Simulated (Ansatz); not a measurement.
**A workflow on Si2NH7 (SMILES [SiH3]N[SiH3])**

Aim: a series of 79 runs (r2SCAN/def2-SVP, U-r2SCAN/def2-SVP, PBE/def2-TZVP, UPBE/def2-TZVP, B3LYP/def2-TZVP, UB3LYP/def2-TZVP, HF/def2-TZVP, UHF/def2-TZVP, and more) of H7NSi2 and its partners. 

The results are computed with Ansatz 0.2.0.

## 1. Starting point

Si2NH7: 10 atoms, total charge 0, spin state singlet. SMILES: `[SiH3]N[SiH3]`. The shape is that of a PBE0-D4/def2-TZVP optimisation. The run starts from this shape.

Bond lengths: Si1–N2 1.726 Å, N2–Si3 1.726 Å, Si1–H4 1.484 Å, Si1–H5 1.490 Å, Si1–H6 1.488 Å, N2–H7 1.011 Å, Si3–H8 1.484 Å, Si3–H9 1.488 Å, Si3–H10 1.490 Å. Some angles: Si1–N2–Si3 128.9°, Si1–N2–H7 115.5°, Si3–N2–H7 115.5°, N2–Si1–H4 107.4°, N2–Si1–H5 112.6°, N2–Si1–H6 110.9°, N2–Si3–H8 107.4°, N2–Si3–H9 110.9°, N2–Si3–H10 112.6°, H4–Si1–H5 109.0°.

## 2. A structure relaxation at r2SCAN/def2-SVP (paw set gaussian, start density atoms) (run 1)

The input, run.yaml:

```yaml
crystal:
  periodic: [false, false, false]
  atoms:
    - {symbol: Si, position_ang: [-1.042800, 0.758390, -0.879990]}
    - {symbol: "N", position_ang: [0.119990, 0.500410, 0.368670]}
    - {symbol: Si, position_ang: [0.995830, -0.935260, 0.755390]}
    - {symbol: H, position_ang: [-1.373610, -0.567260, -1.458240]}
    - {symbol: H, position_ang: [-0.532280, 1.645360, -1.962590]}
    - {symbol: H, position_ang: [-2.274280, 1.393560, -0.336440]}
    - {symbol: H, position_ang: [0.361990, 1.317290, 0.912940]}
    - {symbol: H, position_ang: [0.403090, -2.042290, -0.034740]}
    - {symbol: H, position_ang: [0.897240, -1.243020, 2.208320]}
    - {symbol: H, position_ang: [2.444830, -0.827180, 0.426680]}
basis:
  gaussian: {orbitals: def2-SVP}
relax: {}
hamiltonian: {xc: {name: r2SCAN}}
```

On the command line:

```
ansatz run run.yaml --threads 1 --pin off --max-ram 3480MiB --events-out events.jsonl --progress --plain --runs-dir runs
```

Standard output:

```text
Warning: RAYON_NUM_THREADS=1 ignored (pool sized by the plan → 1); use --threads N
The last accepted step is kept in runs//last_step.txt (removed where the run ends without a failure and the disk answers)
[... 7 lines left out ...]
970 factors; their error is unknown
[... 10 lines left out ...]
970 factors; their error is unknown
[... 5 lines left out ...]
970 factors; their error is unknown
[... 5 lines left out ...]
970 factors; their error is unknown
[... 5 lines left out ...]
970 factors; their error is unknown
[... 3 lines left out ...]
Total energy: -17351.53097222 eV, -637.6570019391 hartree
[... 10 lines left out ...]
Dipole moment:     0.043747     0.152888     0.103812 e Å
```

Wall time 13 s (1 thread of Intel Xeon Platinum 8488C (Sapphire Rapids), shared host); peak memory 0.15 GiB.

Step by step:

| step | energy from the first frame kept (eV) | largest force (eV/Å) |
| --- | --- | --- |
| 1 | 0.0000 | 0.3876 |
| 2 | -0.0125 | 0.2169 |
| 3 | -0.0148 | 0.0265 |
| 4 | -0.0148 | 0.0057 |

After the run. Bond lengths: Si1–N2 1.743 Å, N2–Si3 1.743 Å, Si1–H4 1.491 Å, Si1–H5 1.498 Å, Si1–H6 1.496 Å, N2–H7 1.020 Å, Si3–H8 1.491 Å, Si3–H9 1.496 Å, Si3–H10 1.498 Å. Some angles: Si1–N2–Si3 129.6°, Si1–N2–H7 115.1°, Si3–N2–H7 115.1°, N2–Si1–H4 107.4°, N2–Si1–H5 113.0°, N2–Si1–H6 111.1°, N2–Si3–H8 107.4°, N2–Si3–H9 111.1°, N2–Si3–H10 113.0°, H4–Si1–H5 108.8°.

## 3. The doublet cation: a structure relaxation at U-r2SCAN/def2-SVP (paw set gaussian, start density atoms) (run 2)

The input, in.yaml:

```yaml
basis:
  gaussian: {orbitals: def2-SVP}
crystal:
  periodic: [false, false, false]
  atoms:
    - symbol: Si
      position_ang: [-1.042800, 0.758390, -0.879990]
    - symbol: N
      position_ang: [0.119990, 0.500410, 0.368670]
    - symbol: Si
      position_ang: [0.995830, -0.935260, 0.755390]
    - symbol: H
      position_ang: [-1.373610, -0.567260, -1.458240]
    - symbol: H
      position_ang: [-0.532280, 1.645360, -1.962590]
    - symbol: H
      position_ang: [-2.274280, 1.393560, -0.336440]
    - symbol: H
      position_ang: [0.361990, 1.317290, 0.912940]
    - symbol: H
      position_ang: [0.403090, -2.042290, -0.034740]
    - symbol: H
      position_ang: [0.897240, -1.243020, 2.208320]
    - symbol: H
      position_ang: [2.444830, -0.827180, 0.426680]
total_charge: 1
magnetization: {spin_polarized: true, initial_magnetization: 1}
hamiltonian: {xc: {name: r2SCAN}}
relax: {}
```

On the command line:

```
ansatz run in.yaml --threads 1 --pin off --max-ram 3480MiB --events-out events.jsonl --progress --plain --runs-dir runs
```

Standard output:

```text
Warning: RAYON_NUM_THREADS=1 ignored (pool sized by the plan → 1); use --threads N
[... 8 lines left out ...]
970 factors; their error is unknown
[... 23 lines left out ...]
970 factors; their error is unknown
[... 18 lines left out ...]
970 factors; their error is unknown
[... 5 lines left out ...]
970 factors; their error is unknown
[... 5 lines left out ...]
970 factors; their error is unknown
[... 5 lines left out ...]
970 factors; their error is unknown
[... 6 lines left out ...]
970 factors; their error is unknown
[... 4 lines left out ...]
970 factors; their error is unknown
[... 3 lines left out ...]
Total energy: -17342.59652185 eV, -637.3286669440 hartree
[... 10 lines left out ...]
Dipole moment:     0.070363     0.194589     0.113804 e Å
```

Wall time 57 s (1 thread of Intel Xeon Platinum 8488C (Sapphire Rapids), shared host); peak memory 0.2 GiB.

The path in brief:

| step | energy from the first frame kept (eV) | largest force (eV/Å) |
| --- | --- | --- |
| 1 | 0.0000 | 2.5846 |
| 2 | -0.2619 | 1.4280 |
| 3 | -0.3562 | 0.4834 |
| 4 | -0.3676 | 0.1962 |
| 5 | -0.3732 | 0.1410 |
| 6 | -0.3742 | 0.0478 |
| 7 | -0.3744 | 0.0144 |
| 8 | -0.3746 | 0.0371 |
| 9 | -0.3747 | 0.0402 |
| 10 | -0.3747 | 0.0121 |
| 11 | -0.3748 | 0.0082 |

After the run. Bond lengths: Si1–N2 1.825 Å, N2–Si3 1.825 Å, Si1–H4 1.477 Å, Si1–H5 1.491 Å, Si1–H6 1.491 Å, N2–H7 1.032 Å, Si3–H8 1.477 Å, Si3–H9 1.491 Å, Si3–H10 1.491 Å. Some angles: Si1–N2–Si3 131.7°, Si1–N2–H7 114.1°, Si3–N2–H7 114.1°, N2–Si1–H4 106.2°, N2–Si1–H5 103.0°, N2–Si1–H6 103.0°, N2–Si3–H8 106.2°, N2–Si3–H9 103.0°, N2–Si3–H10 103.0°, H4–Si1–H5 115.7°.

Runs 3 to 60 aren't shown in full; the table further down has their settings and results.

## 4. SiH3: the energy at U-r2SCAN/def2-TZVP (paw set gaussian, start density atoms) (run 61)

The input, job.yaml:

```yaml
basis:
  gaussian:
    orbitals: def2-TZVP
crystal:
  periodic: [false, false, false]
  atoms:
    - symbol: Si
      position_ang: [-1.079157, 0.774970, -0.921363]
    - symbol: H
      position_ang: [-1.365696, -0.592411, -1.446327]
    - symbol: H
      position_ang: [-0.490868, 1.656893, -1.971888]
    - symbol: H
      position_ang: [-2.287250, 1.390597, -0.297682]
hamiltonian:
  xc: r2scan
magnetization:
  spin_polarized: true
  initial_magnetization: 1
```

On the command line:

```
ansatz run job.yaml --threads 1 --pin off --max-ram 3480MiB --events-out events.jsonl --progress --plain --runs-dir runs
```

Standard output:

```text
Warning: RAYON_NUM_THREADS=1 ignored (pool sized by the plan → 1); use --threads N
Functional definition: r2SCAN
  name "r2SCAN"
  parameter k0 = 0.174
  parameter k1 = 0.065
  parameter a1 = 4.9479
  exchange = r2scan_x(k0 = k0, k1 = k1, a1 = a1)
  correlation = r2scan_c
384 factors; their error is unknown
mean field evaluation 1: about -7923.5911 eV, gradient 8.2e0 eV
mean field evaluation 2: about -7924.0365 eV, gradient 3.9e0 eV
mean field evaluation 4: about -7924.1430 eV, gradient 9.2e-2 eV
mean field evaluation 8: about -7924.1364 eV, gradient 3.6e-3 eV
mean field -7924.13636349 eV, -291.2066401857 hartree, gradient 2.5e-5 eV, S^2 0.755421; 0 other end points of the search recorded, 0 dependent functions left out
reference -7924.13637616 eV, -291.2066406512 hartree; 9, 8 occupied and 46, 47 virtual orbitals, 384 factors
Total energy: -7924.13637616 eV, -291.2066406512 hartree
```

Wall time 1.1 s (1 thread of Intel Xeon Platinum 8488C (Sapphire Rapids), shared host); peak memory 0.13 GiB.

Runs 62 to 78 aren't shown in full; the table further down has their settings and results.

## 5. SiH3: a single-point energy at USVWN5/def2-TZVP (paw set gaussian, start density atoms) (run 79)

The input, job.yaml:

```yaml
crystal:
  periodic: [false, false, false]
  atoms:
    - {symbol: Si, position_ang: [-1.079157, 0.774970, -0.921363]}
    - {symbol: H, position_ang: [-1.365696, -0.592411, -1.446327]}
    - {symbol: H, position_ang: [-0.490868, 1.656893, -1.971888]}
    - {symbol: H, position_ang: [-2.287250, 1.390597, -0.297682]}
basis:
  gaussian:
    orbitals: def2-TZVP
magnetization:
  spin_polarized: true
  initial_magnetization: 1
hamiltonian:
  xc: {name: SVWN5}
```

On the command line:

```
ansatz run job.yaml --threads 1 --pin off --max-ram 3480MiB --events-out events.jsonl --progress --plain --runs-dir runs
```

Standard output:

```text
Warning: RAYON_NUM_THREADS=1 ignored (pool sized by the plan → 1); use --threads N
Functional definition: SVWN5
  name "SVWN5"
  exchange = slater_x
  correlation = vwn5_c
384 factors; their error is unknown
mean field evaluation 1: about -7891.4298 eV, gradient 1.0e1 eV
mean field evaluation 2: about -7891.9858 eV, gradient 6.1e0 eV
mean field evaluation 4: about -7892.2777 eV, gradient 6.4e-2 eV
mean field evaluation 8: about -7892.2711 eV, gradient 1.7e-3 eV
mean field -7892.27110037 eV, -290.0356133652 hartree, gradient 2.6e-5 eV, S^2 0.751628; 0 other end points of the search recorded, 0 dependent functions left out
reference -7892.27113083 eV, -290.0356144845 hartree; 9, 8 occupied and 46, 47 virtual orbitals, 384 factors
Total energy: -7892.27113083 eV, -290.0356144845 hartree
```

It took 0.32 s on 1 thread of Intel Xeon Platinum 8488C (Sapphire Rapids), shared host.

## 6. The series

| run | level | broken bond | task | partner | energy (Eh) | wall time |
| --- | --- | --- | --- | --- | --- | --- |
| 1 | r2SCAN/def2-SVP (paw set gaussian, start density atoms) | – | optimise | base | -637.657002 | 13 s |
| 2 | U-r2SCAN/def2-SVP (paw set gaussian, start density atoms) | – | optimise | cation | -637.328667 | 57 s |
| 3 | U-r2SCAN/def2-SVP (paw set gaussian, start density atoms) | – | optimise | anion | -637.609508 | 3.5 min |
| 4 | U-r2SCAN/def2-SVP (paw set gaussian, start density atoms) | (8, 3) | optimise | fragment | -637.013939 | 2.1 min |
| 5 | U-r2SCAN/def2-SVP (paw set gaussian, start density atoms) | (7, 2) | optimise | fragment | -636.981268 | 83 s |
| 6 | U-r2SCAN/def2-SVP (paw set gaussian, start density atoms) | (2, 1) | optimise | fragment | -346.384752 | 18 s |
| 7 | U-r2SCAN/def2-SVP (paw set gaussian, start density atoms) | (2, 1) | optimise | fragment | -291.105757 | 4.8 s |
| 8 | PBE/def2-TZVP (paw set gaussian, start density atoms) | – | energy | base | -637.633295 | 2.1 s |
| 9 | UPBE/def2-TZVP (paw set gaussian, start density atoms) | – | energy | cation | -637.303929 | 4.8 s |
| 10 | UPBE/def2-TZVP (paw set gaussian, start density atoms) | – | energy | anion | -637.595653 | 3.9 s |
| 11 | UPBE/def2-TZVP (paw set gaussian, start density atoms) | (8, 3) | energy | fragment | -0.499616 | 0.08 s |
| 12 | UPBE/def2-TZVP (paw set gaussian, start density atoms) | (8, 3) | energy | fragment | -636.992045 | 3.6 s |
| 13 | UPBE/def2-TZVP (paw set gaussian, start density atoms) | (7, 2) | energy | fragment | -0.499616 | 0.06 s |
| 14 | UPBE/def2-TZVP (paw set gaussian, start density atoms) | (7, 2) | energy | fragment | -636.958918 | 6 s |
| 15 | UPBE/def2-TZVP (paw set gaussian, start density atoms) | (2, 1) | energy | fragment | -346.389785 | 1.9 s |
| 16 | UPBE/def2-TZVP (paw set gaussian, start density atoms) | (2, 1) | energy | fragment | -291.076347 | 0.54 s |
| 17 | B3LYP/def2-TZVP (paw set gaussian, start density atoms) | – | energy | base | -638.073733 | 2.7 s |
| 18 | UB3LYP/def2-TZVP (paw set gaussian, start density atoms) | – | energy | cation | -637.737508 | 5.1 s |
| 19 | UB3LYP/def2-TZVP (paw set gaussian, start density atoms) | – | energy | anion | -638.028520 | 5.1 s |
| 20 | UB3LYP/def2-TZVP (paw set gaussian, start density atoms) | (8, 3) | energy | fragment | -0.502154 | 0.08 s |
| 21 | UB3LYP/def2-TZVP (paw set gaussian, start density atoms) | (8, 3) | energy | fragment | -637.422581 | 5.7 s |
| 22 | UB3LYP/def2-TZVP (paw set gaussian, start density atoms) | (7, 2) | energy | fragment | -0.502154 | 0.08 s |
| 23 | UB3LYP/def2-TZVP (paw set gaussian, start density atoms) | (7, 2) | energy | fragment | -637.394114 | 8.1 s |
| 24 | UB3LYP/def2-TZVP (paw set gaussian, start density atoms) | (2, 1) | energy | fragment | -346.644976 | 1.8 s |
| 25 | UB3LYP/def2-TZVP (paw set gaussian, start density atoms) | (2, 1) | energy | fragment | -291.262400 | 0.56 s |
| 26 | HF/def2-TZVP (paw set gaussian, start density atoms) | – | energy | base | -636.479716 | 0.92 s |
| 27 | UHF/def2-TZVP (paw set gaussian, start density atoms) | – | energy | cation | -636.185241 | 4.2 s |
| 28 | UHF/def2-TZVP (paw set gaussian, start density atoms) | – | energy | anion | -636.397592 | 2.7 s |
| 29 | UHF/def2-TZVP (paw set gaussian, start density atoms) | (8, 3) | energy | fragment | -0.499810 | 0.04 s |
| 30 | UHF/def2-TZVP (paw set gaussian, start density atoms) | (8, 3) | energy | fragment | -635.857592 | 2.3 s |
| 31 | UHF/def2-TZVP (paw set gaussian, start density atoms) | (7, 2) | energy | fragment | -0.499810 | 0.04 s |
| 32 | UHF/def2-TZVP (paw set gaussian, start density atoms) | (7, 2) | energy | fragment | -635.841499 | 7.8 s |
| 33 | UHF/def2-TZVP (paw set gaussian, start density atoms) | (2, 1) | energy | fragment | -345.709273 | 1.6 s |
| 34 | UHF/def2-TZVP (paw set gaussian, start density atoms) | (2, 1) | energy | fragment | -290.636488 | 0.16 s |
| 35 | MP2/def2-TZVP (paw set gaussian, start density atoms) | – | energy | base | -636.929052 | 2.2 s |
| 36 | UMP2/def2-TZVP (paw set gaussian, start density atoms) | – | energy | cation | -636.579690 | 4.5 s |
| 37 | UMP2/def2-TZVP (paw set gaussian, start density atoms) | – | energy | anion | -636.870050 | 3.6 s |
| 38 | UHF/def2-TZVP (paw set gaussian, start density atoms) | (8, 3) | energy | fragment | -0.499810 | 0.04 s |
| 39 | UMP2/def2-TZVP (paw set gaussian, start density atoms) | (8, 3) | energy | fragment | -636.284527 | 2.9 s |
| 40 | UHF/def2-TZVP (paw set gaussian, start density atoms) | (7, 2) | energy | fragment | -0.499810 | 0.04 s |
| 41 | UMP2/def2-TZVP (paw set gaussian, start density atoms) | (7, 2) | energy | fragment | -636.242351 | 6.3 s |
| 42 | UMP2/def2-TZVP (paw set gaussian, start density atoms) | (2, 1) | energy | fragment | -345.998328 | 1.3 s |
| 43 | UMP2/def2-TZVP (paw set gaussian, start density atoms) | (2, 1) | energy | fragment | -290.743711 | 0.22 s |
| 44 | wB97M-V/def2-TZVP (paw set gaussian, start density atoms) | – | energy | base | -637.937850 | 9.3 s |
| 45 | U-wB97M-V/def2-TZVP (paw set gaussian, start density atoms) | – | energy | cation | -637.595895 | 16 s |
| 46 | U-wB97M-V/def2-TZVP (paw set gaussian, start density atoms) | – | energy | anion | -637.885533 | 17 s |
| 47 | U-wB97M-V/def2-TZVP (paw set gaussian, start density atoms) | (8, 3) | energy | fragment | -0.494111 | 0.14 s |
| 48 | U-wB97M-V/def2-TZVP (paw set gaussian, start density atoms) | (8, 3) | energy | fragment | -637.290370 | 14 s |
| 49 | U-wB97M-V/def2-TZVP (paw set gaussian, start density atoms) | (7, 2) | energy | fragment | -0.494111 | 0.14 s |
| 50 | U-wB97M-V/def2-TZVP (paw set gaussian, start density atoms) | (7, 2) | energy | fragment | -637.259386 | 35 s |
| 51 | U-wB97M-V/def2-TZVP (paw set gaussian, start density atoms) | (2, 1) | energy | fragment | -346.560862 | 6.6 s |
| 52 | U-wB97M-V/def2-TZVP (paw set gaussian, start density atoms) | (2, 1) | energy | fragment | -291.196206 | 1.8 s |
| 53 | r2SCAN/def2-TZVP (paw set gaussian, start density atoms) | – | energy | base | -637.931277 | 3.6 s |
| 54 | U-r2SCAN/def2-TZVP (paw set gaussian, start density atoms) | – | energy | cation | -637.599132 | 7.2 s |
| 55 | U-r2SCAN/def2-TZVP (paw set gaussian, start density atoms) | – | energy | anion | -637.889971 | 7.2 s |
| 56 | U-r2SCAN/def2-TZVP (paw set gaussian, start density atoms) | (8, 3) | energy | fragment | -0.499927 | 0.2 s |
| 57 | U-r2SCAN/def2-TZVP (paw set gaussian, start density atoms) | (8, 3) | energy | fragment | -637.286758 | 6.6 s |
| 58 | U-r2SCAN/def2-TZVP (paw set gaussian, start density atoms) | (7, 2) | energy | fragment | -0.499927 | 0.18 s |
| 59 | U-r2SCAN/def2-TZVP (paw set gaussian, start density atoms) | (7, 2) | energy | fragment | -637.256328 | 11 s |
| 60 | U-r2SCAN/def2-TZVP (paw set gaussian, start density atoms) | (2, 1) | energy | fragment | -346.558534 | 3.3 s |
| 61 | U-r2SCAN/def2-TZVP (paw set gaussian, start density atoms) | (2, 1) | energy | fragment | -291.206641 | 1.1 s |
| 62 | PBE0-D4/def2-TZVP (paw set gaussian, start density atoms) | – | energy | base | -637.709264 | 2.7 s |
| 63 | UPBE0-D4/def2-TZVP (paw set gaussian, start density atoms) | – | energy | cation | -637.372702 | 5.1 s |
| 64 | UPBE0-D4/def2-TZVP (paw set gaussian, start density atoms) | – | energy | anion | -637.665931 | 5.1 s |
| 65 | UPBE0-D4/def2-TZVP (paw set gaussian, start density atoms) | (8, 3) | energy | fragment | -0.501036 | 0.06 s |
| 66 | UPBE0-D4/def2-TZVP (paw set gaussian, start density atoms) | (8, 3) | energy | fragment | -637.063681 | 4.5 s |
| 67 | UPBE0-D4/def2-TZVP (paw set gaussian, start density atoms) | (7, 2) | energy | fragment | -0.501036 | 0.06 s |
| 68 | UPBE0-D4/def2-TZVP (paw set gaussian, start density atoms) | (7, 2) | energy | fragment | -637.029802 | 9.6 s |
| 69 | UPBE0-D4/def2-TZVP (paw set gaussian, start density atoms) | (2, 1) | energy | fragment | -346.427422 | 1.8 s |
| 70 | UPBE0-D4/def2-TZVP (paw set gaussian, start density atoms) | (2, 1) | energy | fragment | -291.109683 | 0.54 s |
| 71 | SVWN5/def2-TZVP (paw set gaussian, start density atoms) | – | energy | base | -635.194240 | 1.1 s |
| 72 | USVWN5/def2-TZVP (paw set gaussian, start density atoms) | – | energy | cation | -634.856515 | 2.7 s |
| 73 | USVWN5/def2-TZVP (paw set gaussian, start density atoms) | – | energy | anion | -635.157627 | 1.8 s |
| 74 | USVWN5/def2-TZVP (paw set gaussian, start density atoms) | (8, 3) | energy | fragment | -0.478344 | 0.04 s |
| 75 | USVWN5/def2-TZVP (paw set gaussian, start density atoms) | (8, 3) | energy | fragment | -634.559936 | 1.6 s |
| 76 | USVWN5/def2-TZVP (paw set gaussian, start density atoms) | (7, 2) | energy | fragment | -0.478344 | 0.06 s |
| 77 | USVWN5/def2-TZVP (paw set gaussian, start density atoms) | (7, 2) | energy | fragment | -634.519327 | 2.7 s |
| 78 | USVWN5/def2-TZVP (paw set gaussian, start density atoms) | (2, 1) | energy | fragment | -344.963774 | 1 s |
| 79 | USVWN5/def2-TZVP (paw set gaussian, start density atoms) | (2, 1) | energy | fragment | -290.035614 | 0.32 s |

## 7. Outcome

| quantity | value |
| --- | --- |
| SiH3, run 79: total energy | -290.03561 Eh |
| SiH3, run 79: ⟨S²⟩ | 0.752 |
| adiabatic electron affinity (to the doublet anion, shapes relaxed at r2SCAN/def2-SVP, no zero-point term), B3LYP/def2-TZVP | -1.230 eV |
| adiabatic electron affinity (to the doublet anion, shapes relaxed at r2SCAN/def2-SVP, no zero-point term), HF/def2-TZVP | -2.235 eV |
| dissociation energy of the H7–N2 bond into doublet H and doublet Si2NH6 (shapes relaxed at r2SCAN/def2-SVP, no zero-point term), B3LYP/def2-TZVP | 4.829 eV |
| dissociation energy of the N2–Si1 bond into doublet SiNH4 and doublet SiH3 (shapes relaxed at r2SCAN/def2-SVP, no zero-point term), r2SCAN/def2-TZVP | 4.520 eV |
| dissociation energy of the H7–N2 bond into doublet H and doublet Si2NH6 (shapes relaxed at r2SCAN/def2-SVP, no zero-point term), r2SCAN/def2-TZVP | 4.763 eV |
| dissociation energy of the H7–N2 bond into doublet H and doublet Si2NH6 (shapes relaxed at r2SCAN/def2-SVP, no zero-point term), PBE0-D4/def2-TZVP | 4.855 eV |
| dissociation energy of the H8–Si3 bond into doublet H and doublet Si2NH6 (shapes relaxed at r2SCAN/def2-SVP, no zero-point term), SVWN5/def2-TZVP | 4.244 eV |
| adiabatic ionisation energy (to the doublet cation, shapes relaxed at r2SCAN/def2-SVP, no zero-point term), r2SCAN/def2-TZVP | 9.038 eV |

At B3LYP/def2-TZVP: the adiabatic electron affinity (to the doublet anion, shapes relaxed at r2SCAN/def2-SVP, no zero-point term) is −1.23 eV (−119 kJ/mol). A negative value puts this state of the anion above the relaxed parent: the electron is not bound at this level, and such a value depends on the basis. At HF/def2-TZVP: the adiabatic electron affinity (to the doublet anion, shapes relaxed at r2SCAN/def2-SVP, no zero-point term) is −2.23 eV (−52 kcal/mol). At B3LYP/def2-TZVP: the dissociation energy of the H7–N2 bond into doublet H and doublet Si2NH6 (shapes relaxed at r2SCAN/def2-SVP, no zero-point term) is 4.83 eV (111 kcal/mol). At r2SCAN/def2-TZVP: the dissociation energy of the N2–Si1 bond into doublet SiNH4 and doublet SiH3 (shapes relaxed at r2SCAN/def2-SVP, no zero-point term) is 4.52 eV (104 kcal/mol). At r2SCAN/def2-TZVP: the dissociation energy of the H7–N2 bond into doublet H and doublet Si2NH6 (shapes relaxed at r2SCAN/def2-SVP, no zero-point term) is 4.76 eV (460 kJ/mol). Totals of different functionals can't be ranked against each other. All runs together took 13 min, the longest 3.5 min.
